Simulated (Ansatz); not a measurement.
# Al₂Zn: a line through a two-coordinate scan

Aim: follow the energy of Al₂Zn (P-3m1, No. 164; 3 atoms in the cell) along one coordinate, c/a of the conventional cell, with the other held at volume per atom = 16.42 Å³.

Program: Ansatz 0.2.0. Level of theory: DFT PBEsol, scalar-relativistic, plane waves, PAW. These are calculated values, not measurements.

18 further runs of the same task are left out: 1 for a known fault of the program, 17 set aside as unsound or not needed.

## 1. Starting point

It takes space group P-3m1 (No. 164, trigonal). Conventional cell: a = 2.795 Å, b = 2.795 Å, c = 6.915 Å, α = 90.00°, β = 90.00°, γ = 120.00°. Around Al (site symmetry 3m) lie 3 Zn at 2.79 Å and 9 Al at 2.79 to 2.86 Å. Zn (site symmetry -3m) has 6 Al at 2.79 Å and 6 Zn at 2.79 Å as nearest neighbours.

Coordinates:

```xyz
3
Lattice="2.7948 0.0000 0.0000 -1.3974 2.4203 0.0000 0.0000 0.0000 6.9148" Properties=species:S:1:pos:R:3 pbc="T T T"
Al    0.0000    1.6136    2.2756
Al    1.3974    0.8068    4.6393
Zn    0.0000    0.0000    0.0000
```

It goes back to an entry of the Materials Project, which need not be the stable form.

It is the result of an earlier relaxation at this level (volume 15.59 Å³/atom; gap on the mesh: none (metal)).

## 2. Plan of the line

The energy is mapped over volume and the cell's shape.

- volume per atom: 7 values from 13.10 to 18.09 Å³
- c/a of the conventional cell: 7 values from 2.062 to 2.968

Nothing else is relaxed (fractional coordinates fixed). Energies count from the relaxed crystal. Points are written as (first, second).

## 3. Point (16.42 Å³, 2.062)

Input file input.yaml:

```yaml
crystal:
  lattice:
    - [3.0214567793, 0.0, 0.0]
    - [-1.5107283897, 2.6166583273, 0.0]
    - [0.0, 0.0, 6.2317546074]
  atoms:
    - { symbol: Al, position: [0.3333333333, 0.6666666667, 0.3290843613] }
    - { symbol: Al, position: [0.6666666667, 0.3333333333, 0.6709156387] }
    - { symbol: Zn, position: [0.0, 0.0, 0.0] }
basis:
  ecutwfc: 520.0
kpoints:
  mp_grid: { grid: [18, 18, 6] }
hamiltonian:
  xc: pbesol
scf:
  occupations: { method: gaussian, width: 0.15 }
output:
  forces: true
  stress: true
  eigenvalues: true
```

Launch:

```sh
$ ansatz run input.yaml --threads 1 --pin off --max-ram 2048MiB --backend cpu --events-out ev --progress --plain --runs-dir out
```

Log, cut to the lines that bear on the results:

```text
Warning: RAYON_NUM_THREADS=1 ignored (pool sized by the plan → 1); use --threads N
[...]
Pseudopotentials: kind: paw
Pseudopotential: Al, paw, valence charge 3, recommended cutoff 420 eV (normal), Al.paw.azcp
Pseudopotential: Zn, paw, valence charge 12, recommended cutoff 420 eV (normal), Zn.paw.azcp
Functional definition: PBEsol
[...]
Crystal: 3 atoms, lattice volume = 49.269 Å³
Basis set: ecut = 520 eV, 1331 PW (Γ), exchange–correlation on 48×48×96 points (8 copies of the dense FFT grid, shifted against one another)
Bands: 13, of which v1, the nominal top of the filled ones, is band 9 counted from 1 (8 counted from 0)
Symmetry: 12 space group operations
Space group: P-3m1 (ITA 164), of the structure as read, at distance tolerance 3.7e-5 Å
k-points: 202 of 1944
[...]
SCF iter   1: F=—  HF=-4329.865144 eV  |F-HF|=—  |Δ(HF+E_count)|=         —  Δρ=2.24e-3  dr2=6.50e-3  ethr=1.77e-3  ⟨swp⟩=5.1  Hψ=15405  notcnv=0
[...]
SCF iter   7: F=-4329.862635 eV  HF=-4329.862635 eV  |F-HF|=8.34e-8  |Δ(HF+E_count)|=   1.59e-7  Δρ=1.64e-5  dr2=6.93e-8  ethr=5.56e-10  ⟨swp⟩=5.5  Hψ=12664  notcnv=0
[...]
SCF converged after 7 iterations
Free energy (F): -4329.862635 eV
[...]
E sigma→0 (E₀):  -4329.857434 eV
Entropy (-TS):   -0.010402 eV (-3.467 meV/atom)
Fermi energy:    8.625711 eV
[...]
--- Forces (eV/Å), atoms counted from 1 ---
  atom   1  Al    -0.00000000     0.00000000    -0.12676700
  atom   2  Al     0.00000000    -0.00000000     0.12676700
  atom   3  Zn     0.00000000     0.00000000     0.00000000
[...]
--- Stress (GPa, compression-positive) ---
       -3.125242      -0.000000       0.000000
       -0.000000      -3.125242       0.000000
        0.000000      -0.000000      -0.412620
  P = ⅓ Tr σ = -2.2210 GPa (-22.210 kbar)
--- Band table (eV; the first three rows and the last of 202) ---
  k-point 0: bands = ["-2.2097", "0.6076", "1.0308", "1.0308", "1.2014", "1.2014", "1.5689", "2.0316", "12.5248", "13.4588", "17.5812", "17.5812", "17.6458"]
[...]
```

Run time: 15 s. Hardware: 1 thread of Arm Neoverse N1, shared host; peak memory 0.43 GiB.

On the map this point reads 30 meV/atom.

## 4. Grid point (16.42 Å³, 2.192)

input.yaml: that of step 3 with these lines changed.

```diff
@@ -2,5 +2,5 @@
   lattice:
-    - [3.0214567793, 0.0, 0.0]
-    - [-1.5107283897, 2.6166583273, 0.0]
-    - [0.0, 0.0, 6.2317546074]
+    - [2.9609691347, 0.0, 0.0]
+    - [-1.4804845674, 2.5642744905, 0.0]
+    - [0.0, 0.0, 6.4889638587]
   atoms:
```

Launch:

```sh
$ ansatz run input.yaml --threads 1 --pin off --max-ram 2048MiB --backend cpu --events-out ev --progress --plain --runs-dir out
```

Log, cut to the lines that bear on the results:

```text
Warning: RAYON_NUM_THREADS=1 ignored (pool sized by the plan → 1); use --threads N
[...]
[... 4 set-up lines as earlier in the session ...]
[...]
Crystal: 3 atoms, lattice volume = 49.269 Å³
Basis set: ecut = 520 eV, 1345 PW (Γ), exchange–correlation on 48×48×100 points (8 copies of the dense FFT grid, shifted against one another)
Bands: 13, of which v1, the nominal top of the filled ones, is band 9 counted from 1 (8 counted from 0)
[... 2 set-up lines as earlier in the session ...]
k-points: 202 of 1944
[...]
SCF iter   1: F=—  HF=-4329.895271 eV  |F-HF|=—  |Δ(HF+E_count)|=         —  Δρ=2.05e-3  dr2=8.11e-3  ethr=1.77e-3  ⟨swp⟩=5.0  Hψ=15391  notcnv=0
[...]
SCF iter   7: F=-4329.892569 eV  HF=-4329.892569 eV  |F-HF|=1.29e-9  |Δ(HF+E_count)|=   2.86e-8  Δρ=1.64e-6  dr2=1.97e-9  ethr=5.56e-10  ⟨swp⟩=5.9  Hψ=12990  notcnv=0
[...]
SCF converged after 7 iterations
Free energy (F): -4329.892569 eV
[...]
E sigma→0 (E₀):  -4329.885293 eV
Entropy (-TS):   -0.014552 eV (-4.851 meV/atom)
Fermi energy:    8.596484 eV
[...]
--- Forces (eV/Å), atoms counted from 1 ---
  atom   1  Al    -0.00000000    -0.00000000    -0.04269220
  atom   2  Al     0.00000000     0.00000000     0.04269220
  atom   3  Zn     0.00000000     0.00000000     0.00000000
[...]
--- Stress (GPa, compression-positive) ---
       -3.986217       0.000000       0.000000
        0.000000      -3.986217       0.000000
        0.000000       0.000000      -1.610912
  P = ⅓ Tr σ = -3.1944 GPa (-31.944 kbar)
--- Band table (eV; the first three rows and the last of 202) ---
  k-point 0: bands = ["-2.2042", "0.5759", "1.0795", "1.0795", "1.2555", "1.2839", "1.2839", "1.8235", "11.4683", "12.2831", "18.4360", "18.4360", "18.4526"]
[...]
```

Wall time 15 s (1 thread of Arm Neoverse N1, shared host); peak memory 0.43 GiB.

That is 20 meV/atom from the zero.

## 5. Grid point (16.42 Å³, 2.629)

input.yaml: that of step 4 with these lines changed.

```diff
@@ -2,5 +2,5 @@
   lattice:
-    - [2.9609691347, 0.0, 0.0]
-    - [-1.4804845674, 2.5642744905, 0.0]
-    - [0.0, 0.0, 6.4889638587]
+    - [2.7866965707, 0.0, 0.0]
+    - [-1.3933482854, 2.4133500229, 0.0]
+    - [0.0, 0.0, 7.3259466148]
   atoms:
```

Launch:

```sh
$ ansatz run input.yaml --threads 1 --pin off --max-ram 2048MiB --backend cpu --events-out ev --progress --plain --runs-dir out
```

Log, cut to the lines that bear on the results:

```text
Warning: RAYON_NUM_THREADS=1 ignored (pool sized by the plan → 1); use --threads N
[...]
[... 4 set-up lines as earlier in the session ...]
[...]
Crystal: 3 atoms, lattice volume = 49.269 Å³
Basis set: ecut = 520 eV, 1359 PW (Γ), exchange–correlation on 48×48×120 points (8 copies of the dense FFT grid, shifted against one another)
Bands: 13, of which v1, the nominal top of the filled ones, is band 9 counted from 1 (8 counted from 0)
[... 2 set-up lines as earlier in the session ...]
k-points: 202 of 1944
[...]
SCF iter   1: F=—  HF=-4329.897026 eV  |F-HF|=—  |Δ(HF+E_count)|=         —  Δρ=1.61e-3  dr2=5.95e-3  ethr=1.77e-3  ⟨swp⟩=5.2  Hψ=15687  notcnv=0
[...]
SCF iter   7: F=-4329.895293 eV  HF=-4329.895293 eV  |F-HF|=2.85e-9  |Δ(HF+E_count)|=   2.17e-8  Δρ=5.46e-6  dr2=8.30e-9  ethr=5.56e-10  ⟨swp⟩=5.4  Hψ=12685  notcnv=0
[...]
SCF converged after 7 iterations
Free energy (F): -4329.895293 eV
[...]
E sigma→0 (E₀):  -4329.889167 eV
Entropy (-TS):   -0.012252 eV (-4.084 meV/atom)
Fermi energy:    8.581918 eV
[...]
--- Forces (eV/Å), atoms counted from 1 ---
  atom   1  Al     0.00000000    -0.00000000     0.02813086
  atom   2  Al    -0.00000000     0.00000000    -0.02813086
  atom   3  Zn    -0.00000000     0.00000000     0.00000000
[...]
--- Stress (GPa, compression-positive) ---
       -1.811303       0.000000       0.000000
        0.000000      -1.811303       0.000000
        0.000000       0.000000      -6.314931
  P = ⅓ Tr σ = -3.3125 GPa (-33.125 kbar)
--- Band table (eV; the first three rows and the last of 202) ---
  k-point 0: bands = ["-2.2121", "0.2602", "0.3992", "1.1037", "1.1037", "1.4057", "1.4484", "1.4484", "8.6922", "9.2090", "20.8463", "20.8463", "21.0947"]
[...]
```

It took 17 s on 1 thread of Arm Neoverse N1, shared host; peak memory 0.44 GiB.

That is 19 meV/atom from the zero.

## 6. The run at (16.42 Å³, 2.793)

input.yaml: that of step 5 with these lines changed.

```diff
@@ -2,5 +2,5 @@
   lattice:
-    - [2.7866965707, 0.0, 0.0]
-    - [-1.3933482854, 2.4133500229, 0.0]
-    - [0.0, 0.0, 7.3259466148]
+    - [2.7309170664, 0.0, 0.0]
+    - [-1.3654585332, 2.3650435551, 0.0]
+    - [0.0, 0.0, 7.6282706417]
   atoms:
```

Launch:

```sh
$ ansatz run input.yaml --threads 1 --pin off --max-ram 2048MiB --backend cpu --events-out ev --progress --plain --runs-dir out
```

Log, cut to the lines that bear on the results:

```text
Warning: RAYON_NUM_THREADS=1 ignored (pool sized by the plan → 1); use --threads N
[...]
[... 4 set-up lines as earlier in the session ...]
[...]
Crystal: 3 atoms, lattice volume = 49.269 Å³
Basis set: ecut = 520 eV, 1313 PW (Γ), exchange–correlation on 48×48×120 points (8 copies of the dense FFT grid, shifted against one another)
Bands: 13, of which v1, the nominal top of the filled ones, is band 9 counted from 1 (8 counted from 0)
[... 2 set-up lines as earlier in the session ...]
k-points: 202 of 1944
[...]
SCF iter   1: F=—  HF=-4329.815956 eV  |F-HF|=—  |Δ(HF+E_count)|=         —  Δρ=1.51e-3  dr2=2.88e-3  ethr=1.77e-3  ⟨swp⟩=5.4  Hψ=16007  notcnv=0
[...]
SCF iter   7: F=-4329.814981 eV  HF=-4329.814981 eV  |F-HF|=8.57e-9  |Δ(HF+E_count)|=   8.85e-9  Δρ=4.27e-6  dr2=4.62e-9  ethr=5.29e-10  ⟨swp⟩=2.9  Hψ=10187  notcnv=0
[...]
SCF converged after 7 iterations
Free energy (F): -4329.814981 eV
[...]
E sigma→0 (E₀):  -4329.807777 eV
Entropy (-TS):   -0.014409 eV (-4.803 meV/atom)
Fermi energy:    8.558029 eV
[...]
--- Forces (eV/Å), atoms counted from 1 ---
  atom   1  Al    -0.00000000    -0.00000000     0.03071141
  atom   2  Al     0.00000000     0.00000000    -0.03071141
  atom   3  Zn     0.00000000     0.00000000     0.00000000
[...]
--- Stress (GPa, compression-positive) ---
        0.578267      -0.000000       0.000000
       -0.000000       0.578267      -0.000000
        0.000000      -0.000000      -7.707575
  P = ⅓ Tr σ = -2.1837 GPa (-21.837 kbar)
--- Band table (eV; the first three rows and the last of 202) ---
  k-point 0: bands = ["-2.2295", "0.0816", "0.1244", "1.0607", "1.0607", "1.3063", "1.4605", "1.4605", "7.9176", "8.3366", "19.6173", "19.8831", "21.5862"]
[...]
```

Wall time 17 s (1 thread of Arm Neoverse N1, shared host); peak memory 0.44 GiB.

Energy on the map's scale: 45 meV/atom.

## 7. The run at (16.42 Å³, 2.968)

input.yaml: that of step 6 with these lines changed.

```diff
@@ -2,5 +2,5 @@
   lattice:
-    - [2.7309170664, 0.0, 0.0]
-    - [-1.3654585332, 2.3650435551, 0.0]
-    - [0.0, 0.0, 7.6282706417]
+    - [2.6762483123, 0.0, 0.0]
+    - [-1.3381241562, 2.3176990253, 0.0]
+    - [0.0, 0.0, 7.943104991]
   atoms:
```

Launch:

```sh
$ ansatz run input.yaml --threads 1 --pin off --max-ram 2048MiB --backend cpu --events-out ev --progress --plain --runs-dir out
```

Log, cut to the lines that bear on the results:

```text
Warning: RAYON_NUM_THREADS=1 ignored (pool sized by the plan → 1); use --threads N
[...]
[... 4 set-up lines as earlier in the session ...]
[...]
Crystal: 3 atoms, lattice volume = 49.269 Å³
Basis set: ecut = 520 eV, 1301 PW (Γ), exchange–correlation on 40×40×120 points (8 copies of the dense FFT grid, shifted against one another)
Bands: 13, of which v1, the nominal top of the filled ones, is band 9 counted from 1 (8 counted from 0)
[... 2 set-up lines as earlier in the session ...]
k-points: 202 of 1944
[...]
SCF iter   1: F=—  HF=-4329.704434 eV  |F-HF|=—  |Δ(HF+E_count)|=         —  Δρ=1.45e-3  dr2=6.61e-4  ethr=1.77e-3  ⟨swp⟩=5.5  Hψ=16200  notcnv=0
[...]
SCF iter   7: F=-4329.703990 eV  HF=-4329.703990 eV  |F-HF|=6.82e-9  |Δ(HF+E_count)|=   3.43e-9  Δρ=4.01e-6  dr2=5.59e-9  ethr=2.68e-10  ⟨swp⟩=2.3  Hψ=9859  notcnv=0
[...]
SCF converged after 7 iterations
Free energy (F): -4329.703990 eV
[...]
E sigma→0 (E₀):  -4329.697454 eV
Entropy (-TS):   -0.013072 eV (-4.357 meV/atom)
Fermi energy:    8.566912 eV
[...]
--- Forces (eV/Å), atoms counted from 1 ---
  atom   1  Al    -0.00000000     0.00000000     0.03931621
  atom   2  Al     0.00000000    -0.00000000    -0.03931621
  atom   3  Zn    -0.00000000    -0.00000000     0.00000000
[...]
--- Stress (GPa, compression-positive) ---
        3.048910      -0.000000       0.000000
        0.000000       3.048910       0.000000
        0.000000       0.000000      -7.251536
  P = ⅓ Tr σ = -0.3846 GPa (-3.846 kbar)
--- Band table (eV; the first three rows and the last of 202) ---
  k-point 0: bands = ["-2.2589", "-0.1514", "-0.1263", "0.9971", "0.9971", "1.2174", "1.4587", "1.4587", "7.2215", "7.5412", "17.8707", "18.6275", "22.2788"]
[...]
```

It took 17 s on 1 thread of Arm Neoverse N1, shared host; peak memory 0.43 GiB.

Energy on the map's scale: 82 meV/atom.

## 8. Results

```
c/a of the conventional cell  step  energy (meV/atom)  slope (meV/atom per unit)  pressure (GPa)  largest force on an atom (eV/Å)
                       2.062     3                 30                        −90           −2.22                            0.127
                       2.192     4                 20                        −74           −3.19                            0.043
                       2.329     –                 12                        −18           −3.82                            0.007
                       2.474     –                 10                         −6           −3.85                            0.007
                       2.629     5                 19                        117           −3.31                            0.028
                       2.793     6                 45                        203           −2.18                            0.031
                       2.968     7                 82                        237           −0.39                            0.039
```

Energies count from the relaxed crystal. Rows without a step come from runs not printed here or follow by symmetry. Slopes come from the forces (and the stress, where the cell changes), not from differences of energies.

In words: The lowest point of the line is at 2.474, 10 meV/atom from the zero. A fit to energies and slopes at the lowest point and its two neighbours puts the minimum at 2.4878, with a curvature of about 540 meV/atom per (unit)². The highest point computed, at 2.968, lies 72 meV/atom above the lowest. This is one cut through a surface in two coordinates; the map's lowest point lies off it. With the other coordinates free, the energies away from the reference would be the same or lower.
